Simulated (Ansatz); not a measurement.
# BCl₂F: an energy map over bond length B2–Cl3 and bond length B2–Cl4

Computed with Ansatz 0.2.0. Level: RHF/def2-TZVP.

## Step 1: Where the work starts

SMILES `FB(Cl)Cl`, 4 atoms, charge 0, spin multiplicity 1.

Atoms are counted from 1 here; the program's logs count them from 0.

Bond lengths: F1–B2 1.323 Å, B2–Cl3 1.753 Å, B2–Cl4 1.753 Å. Angles: F1–B2–Cl3 119.2°, F1–B2–Cl4 119.2°, Cl3–B2–Cl4 121.6°.

As a file:

```tsv
atom	x (Å)	y (Å)	z (Å)
F1	0.13113	-1.19737	-0.78322
B2	0.02215	-0.09602	-0.05829
Cl3	-1.54968	0.36361	0.56815
Cl4	1.45190	0.86948	0.25306
```

## Step 3: The grid

- bond length B2–Cl3: 15 values from 1.537 to 2.183 Å
- bond length B2–Cl4: 15 values from 1.502 to 2.445 Å

Nothing else is relaxed (all other coordinates rigid). Energies count from the relaxed molecule at the same level.

(The set-up runs are not shown.)

## Step 4: Grid point bond length B2–Cl3 = 1.952 Å, bond length B2–Cl4 = 2.108 Å

File input.yaml:

```yaml
crystal:
  periodic: [false, false, false]
  atoms:
    - { symbol: F, position_ang: [0.129336, -1.176656, -0.76911] }
    - { symbol: B, position_ang: [0.022349, -0.100212, -0.061085] }
    - { symbol: Cl, position_ang: [-1.728281, 0.41012, 0.635447] }
    - { symbol: Cl, position_ang: [1.742821, 1.059313, 0.311935] }
basis:
  gaussian: { orbitals: def2-TZVP }
hamiltonian:
  xc: hf
output:
  forces: true
```

The run is started by

```
$ ansatz run input.yaml --threads 1 --pin off --max-ram 2560MiB --backend cpu --events-out ev --progress --plain --runs-dir out
```

**Question.** How long does this run take on 1 thread of Arm Neoverse V2, shared host, and how much memory does it need?

About 2.1 s, with a peak of 0.24 GiB.
